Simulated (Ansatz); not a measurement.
# GaGeO4: the cost of one run

Program: Ansatz 0.2.0. Level of theory: DFT PBE, scalar-relativistic, plane waves, PAW. These are calculated values, not measurements.

## 1. The system as given

It takes space group P-6m2 (No. 187, hexagonal). Conventional cell: a = 5.560 Å, b = 5.560 Å, c = 2.717 Å, α = 90.00°, β = 90.00°, γ = 120.00°. Around Ga (site symmetry -6m2) lie 2 Ga at 2.72 Å and 15 O at 3.10 to 3.21 Å and 3 Ge at 3.21 Å. Ge (site symmetry -6m2) is surrounded by 6 O at 1.96 Å. Around O (site symmetry -6m2) lie 6 O at 2.26 Å. O (site symmetry mm2) has 2 Ge at 1.96 Å in its first shell of neighbours.

Structure file:

```cif
data_structure
_symmetry_space_group_name_H-M 'P-6m2'
_symmetry_Int_Tables_number 187
_cell_length_a 5.5595
_cell_length_b 5.5595
_cell_length_c 2.7170
_cell_angle_alpha 90.000
_cell_angle_beta 90.000
_cell_angle_gamma 120.000
_cell_volume 72.73
loop_
_atom_site_label
_atom_site_type_symbol
_atom_site_symmetry_multiplicity
_atom_site_Wyckoff_symbol
_atom_site_fract_x
_atom_site_fract_y
_atom_site_fract_z
_atom_site_occupancy
Ga1 Ga 1 a 0.00000 0.00000 0.00000 1
Ge1 Ge 1 c 0.33333 0.66667 0.00000 1
O1 O 1 e 0.66667 0.33333 0.00000 1
O2 O 3 k 0.47957 0.95914 0.50000 1
```

The cell was relaxed beforehand at this level, from a database cell with other species swapped in; it needn't be the stable form of this composition. At a tolerance of 0.05 Å it has space group P-6m2 (No. 187); it has 12.12 Å³/atom, an uncorrected energy of +0.15 eV/atom over the elements.

## 2. Electronic structure at the relaxed geometry

input.yaml

```yaml
crystal:
  lattice:
    - [5.559513478, 0.0, 0.0]
    - [-2.779756739, 4.8146799046, 0.0]
    - [0.0, 0.0, 2.7170481973]
  atoms:
    - { symbol: Ga, position: [0.0, 0.0, 0.0] }
    - { symbol: Ge, position: [0.3333333333, 0.6666666667, 0.0] }
    - { symbol: O, position: [0.6666666667, 0.3333333333, 0.0] }
    - { symbol: O, position: [0.4795709, 0.9591418001, 0.5] }
    - { symbol: O, position: [0.0408581999, 0.5204291, 0.5] }
    - { symbol: O, position: [0.4795709, 0.5204291, 0.5] }
basis:
  ecutwfc: 420
kpoints:
  mp_grid: { grid: [12, 12, 14] }
  band_path:
    path:
      - [[0.0, 0.0, 0.0], [0.5, 0.0, 0.0], [0.33333333, 0.33333333, 0.0], [0.0, 0.0, 0.0], [0.0, 0.0, 0.5], [0.5, 0.0, 0.5], [0.33333333, 0.33333333, 0.5], [0.0, 0.0, 0.5]]
      - [[0.5, 0.0, 0.5], [0.5, 0.0, 0.0]]
      - [[0.33333333, 0.33333333, 0.5], [0.33333333, 0.33333333, 0.0]]
    npoints: 14
hamiltonian:
  xc: pbe
scf:
  occupations: { method: gaussian, width: 0.1 }
  n_extra_bands: 15
output:
  forces: true
  stress: true
  eigenvalues: true
  populations: true
  dos: { projected: true, de: 0.02, nscf_kmesh: { grid: [15, 15, 17] } }
  bader: true
  write_density: true
  write_potential: true
  elf: true
  volumetric_format: npy
```

On the command line:

```sh
> ansatz run input.yaml --threads 1 --pin off --max-ram 2560MiB --backend cpu --events-out ev --progress --plain --runs-dir out
```

**Question.** How long does this run take on 1 thread of Intel Xeon at 2.50GHz (Skylake/Cascade Lake), shared host, and how much memory does it need?

About 4.4 min, with a peak of 0.75 GiB.
